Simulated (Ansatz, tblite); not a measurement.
**TaS(OH)3 (H3O3STa): removing an electron**

Aim: the energy of removing an electron for TaS(OH)3 (H3O3STa), by energy differences, and how well orbital energies stand in for it.

Method: as each input shows; program: Ansatz 0.2.0, Gaussian basis.

Levels to be run: charge +1 doublet, at the geometry of the singlet (PBE0-D4/def2-TZVP, PBE-D4/def2-TZVP, r2SCAN-D4/def2-TZVP); the starting singlet's energies come from earlier runs.

### 1 The structure

The singlet was relaxed beforehand with PBE-D4/def2-SVP.

8 atoms, charge 0, spin multiplicity 1.

Atoms are counted from 1 here; the program's logs count them from 0.

Bond lengths: Ta1–S2 2.190 Å, Ta1–O3 1.911 Å, Ta1–O5 1.911 Å, Ta1–O7 1.911 Å, O3–H4 0.972 Å, O5–H6 0.972 Å, O7–H8 0.972 Å. Angles: S2–Ta1–O3 109.6°, S2–Ta1–O5 109.6°, S2–Ta1–O7 109.6°, O3–Ta1–O5 109.3°, O3–Ta1–O7 109.3°, O5–Ta1–O7 109.3°, Ta1–O3–H4 132.4°, Ta1–O5–H6 132.5°, Ta1–O7–H8 132.4°.

Formally the metal is d0. Ta takes a core potential in the def2 sets. No spin-orbit coupling is included.

### 2 Charge +1 doublet at the fixed geometry, first pass, PBE0-D4/def2-SVP

in.yaml reads:

```yaml
crystal:
  periodic: [false, false, false]
  atoms:
    - {symbol: Ta, position_ang: [0.000209, 0.000005, 0.037061]}
    - {symbol: S, position_ang: [0.009502, -0.009188, 2.226569]}
    - {symbol: O, position_ang: [1.770088, 0.316038, -0.611118]}
    - {symbol: H, position_ang: [2.617688, 0.463261, -0.158752]}
    - {symbol: O, position_ang: [-1.160382, 1.380833, -0.594438]}
    - {symbol: H, position_ang: [-1.711262, 2.036433, -0.134608]}
    - {symbol: O, position_ang: [-0.617307, -1.689252, -0.609088]}
    - {symbol: H, position_ang: [-0.908526, -2.498129, -0.155616]}
basis:
  gaussian: {orbitals: def2-SVP}
total_charge: 1
magnetization: {spin_polarized: true, initial_magnetization: 1}
hamiltonian: {xc: pbe0, dispersion: d4}
output: {orbitals: {seedname: orbitals}}
```

Started as:

```sh
> ansatz run in.yaml --threads 4 --pin off --events-out ev --progress --plain --max-ram 3916MiB
```

The log of the run:

```text
Functional definition: PBE0
  name "PBE0"
  cite "Adamo & Barone, J. Chem. Phys. 110, 6158 (1999) doi:10.1063/1.478522"
  cite "Perdew, Burke & Ernzerhof, Phys. Rev. Lett. 77, 3865 (1996) doi:10.1103/PhysRevLett.77.3865"
  parent pbe
  parameter a = 0.25
  parameter kappa = 0.804
  parameter beta = 0.06672455060314922
  exchange = (1 - a)*pbe_x(kappa = kappa, mu = beta*pi^2/3) + a*exact_x
  correlation = pbe_c(beta = beta)
1018 factors; integrals over basis functions are off by at most 9.5e-4 eV
mean field evaluation 1: about -18531.7868 eV, gradient 7.9e1 eV
mean field evaluation 2: about -18300.5688 eV, gradient 2.2e2 eV
mean field evaluation 4: about -18553.6501 eV, gradient 1.3e1 eV
mean field evaluation 8: about -18554.7153 eV, gradient 1.3e0 eV
mean field evaluation 16: about -18554.7241 eV, gradient 3.4e-3 eV
mean field evaluation 32: about -18554.7241 eV, gradient 7.8e-5 eV
mean field evaluation 64: about -18554.7240 eV, gradient 6.1e-2 eV
mean field -18554.72408134 eV, -681.8735331455 hartree, gradient 7.2e-6 eV, S^2 0.753855; 4 other end points of the search recorded, 0 dependent functions left out
reference -18554.72412779 eV, -681.8735348525 hartree; 28, 27 occupied and 79, 80 virtual orbitals, 1018 factors
Total energy: -18554.87263524 eV, -681.8789924008 hartree
```

Wall time 38 s (4 threads of Arm Neoverse V2, shared host).

Report: HOMO -14.28 eV, LUMO -11.77 eV (over both spins); ⟨S²⟩ 0.754 (pure: 0.75).

### 3 Charge +1 doublet at the fixed geometry, PBE0-D4/def2-TZVP

start.molden holds the orbitals of an earlier run on this state, given as this run's starting guess.

in.yaml: that of step 2 with these lines changed.

```diff
@@ -12,3 +12,3 @@
 basis:
-  gaussian: {orbitals: def2-SVP}
+  gaussian: {orbitals: def2-TZVP, initial_orbitals: start.molden}
 total_charge: 1
@@ -16,2 +16,3 @@
 hamiltonian: {xc: pbe0, dispersion: d4}
+scf: {omitted_lower_state_checks: [starts]}
 output: {orbitals: {seedname: orbitals}}
```

Launched as before.

The log of the run, shortened:

```text
Functional definition: PBE0
  name "PBE0"
  cite "Adamo & Barone, J. Chem. Phys. 110, 6158 (1999) doi:10.1063/1.478522"
  cite "Perdew, Burke & Ernzerhof, Phys. Rev. Lett. 77, 3865 (1996) doi:10.1103/PhysRevLett.77.3865"
  parent pbe
[...]
1264 factors; their error is unknown
[...]
mean field -18566.49387487 eV, -682.3060650798 hartree, gradient 1.2e-6 eV, S^2 0.755191; 0 other end points of the search recorded, 0 dependent functions left out
reference -18566.49390633 eV, -682.3060662359 hartree; 28, 27 occupied and 160, 161 virtual orbitals, 1264 factors
Total energy: -18566.64241378 eV, -682.3115237842 hartree
Checks for a lower state left out: starts
```

It took 69 s on 4 threads of Arm Neoverse V2, shared host; peak memory 0.85 GiB.

HOMO -14.19 eV, LUMO -11.58 eV (over both spins); ⟨S²⟩ 0.755 (pure: 0.75).

### 4 Charge +1 doublet at the fixed geometry, PBE-D4/def2-TZVP

in.yaml: that of step 3 with these lines changed.

```diff
@@ -15,3 +15,3 @@
 magnetization: {spin_polarized: true, initial_magnetization: 1}
-hamiltonian: {xc: pbe0, dispersion: d4}
+hamiltonian: {xc: pbe, dispersion: d4}
 scf: {omitted_lower_state_checks: [starts]}
```

The command is unchanged.

The log of the run:

```text
Functional definition: PBE
  name "PBE"
  cite "Perdew, Burke & Ernzerhof, Phys. Rev. Lett. 77, 3865 (1996) doi:10.1103/PhysRevLett.77.3865"
  parent pbe
  parameter kappa = 0.804
  parameter beta = 0.06672455060314922
  exchange = pbe_x(kappa = kappa, mu = beta*pi^2/3)
  correlation = pbe_c(beta = beta)
these checks for a lower state are left out or cut short: starts
1183 factors; their error is unknown
mean field evaluation 1: about -18567.1778 eV, gradient 8.6e0 eV
mean field evaluation 2: about -18567.3690 eV, gradient 2.8e-1 eV
mean field evaluation 4: about -18567.3564 eV, gradient 2.3e-1 eV
mean field evaluation 8: about -18567.3565 eV, gradient 1.4e-4 eV
mean field evaluation 16: about -18567.3565 eV, gradient 2.1e-5 eV
mean field -18567.35651068 eV, -682.3377663612 hartree, gradient 5.7e-6 eV, S^2 0.753996; 0 other end points of the search recorded, 0 dependent functions left out
reference -18567.35655166 eV, -682.3377678670 hartree; 28, 27 occupied and 160, 161 virtual orbitals, 1183 factors
Total energy: -18567.52886303 eV, -682.3441001934 hartree
Checks for a lower state left out: starts
```

Wall time 13 s (4 threads of Arm Neoverse V2, shared host).

HOMO -12.81 eV, LUMO -12.56 eV (over both spins); ⟨S²⟩ 0.754 (pure: 0.75).

### 5 Charge +1 doublet at the fixed geometry, r2SCAN-D4/def2-TZVP

in.yaml: that of step 4 with these lines changed.

```diff
@@ -15,3 +15,3 @@
 magnetization: {spin_polarized: true, initial_magnetization: 1}
-hamiltonian: {xc: pbe, dispersion: d4}
+hamiltonian: {xc: r2scan, dispersion: d4}
 scf: {omitted_lower_state_checks: [starts]}
```

The command is unchanged.

The log of the run, shortened:

```text
Functional definition: r2SCAN
  name "r2SCAN"
  cite "Furness, Kaplan, Ning, Perdew & Sun, J. Phys. Chem. Lett. 11, 8208 (2020) doi:10.1021/acs.jpclett.0c02405"
  cite "Furness, Kaplan, Ning, Perdew & Sun, J. Phys. Chem. Lett. 11, 9248 (2020) doi:10.1021/acs.jpclett.0c03077"
  parent r2scan
[...]
1183 factors; their error is unknown
[...]
mean field -18574.58153559 eV, -682.6032811294 hartree, gradient 3.9e-6 eV, S^2 0.757182; 0 other end points of the search recorded, 0 dependent functions left out
reference -18574.58154945 eV, -682.6032816388 hartree; 28, 27 occupied and 160, 161 virtual orbitals, 1183 factors
Total energy: -18574.62231659 eV, -682.6047798034 hartree
Checks for a lower state left out: starts
```

Wall time 47 s (4 threads of Arm Neoverse V2, shared host).

Report: HOMO -13.19 eV, LUMO -12.33 eV (over both spins); ⟨S²⟩ 0.757 (pure: 0.75).

### 6 Vertical ionisation energy

Charged state less starting state, singlet to doublet; the starting state's energies are those of its earlier runs.

```csv
level,vertical ionisation energy (eV),time
PBE-D4/def2-TZVP,+9.52,14 s
r2SCAN-D4/def2-TZVP,+9.57,51 s
PBE0-D4/def2-TZVP,+9.60,71 s
```

Times add the two runs; a level without a time comes out of a correlated run.

Beside −ε(HOMO) of the starting state:

```csv
level,−ε(HOMO) (eV),by difference (eV),mismatch (eV)
PBE-D4/def2-TZVP,6.36,9.52,-3.16
r2SCAN-D4/def2-TZVP,6.65,9.57,-2.93
PBE0-D4/def2-TZVP,7.54,9.60,-2.06
```

### 7 Summary of results

| quantity | value |
| --- | --- |
| vertical ionisation energy, functionals in def2-TZVP | 9.52 (PBE-D4) to 9.60 eV (PBE0-D4) |

The vertical ionisation energy spans 9.52 to 9.60 eV over the functionals. −ε(HOMO) misses the level's own difference by -2.06 eV at best (PBE0-D4) and -3.16 eV at worst (PBE-D4). The charged states' spins were chosen beforehand and needn't be their lowest.
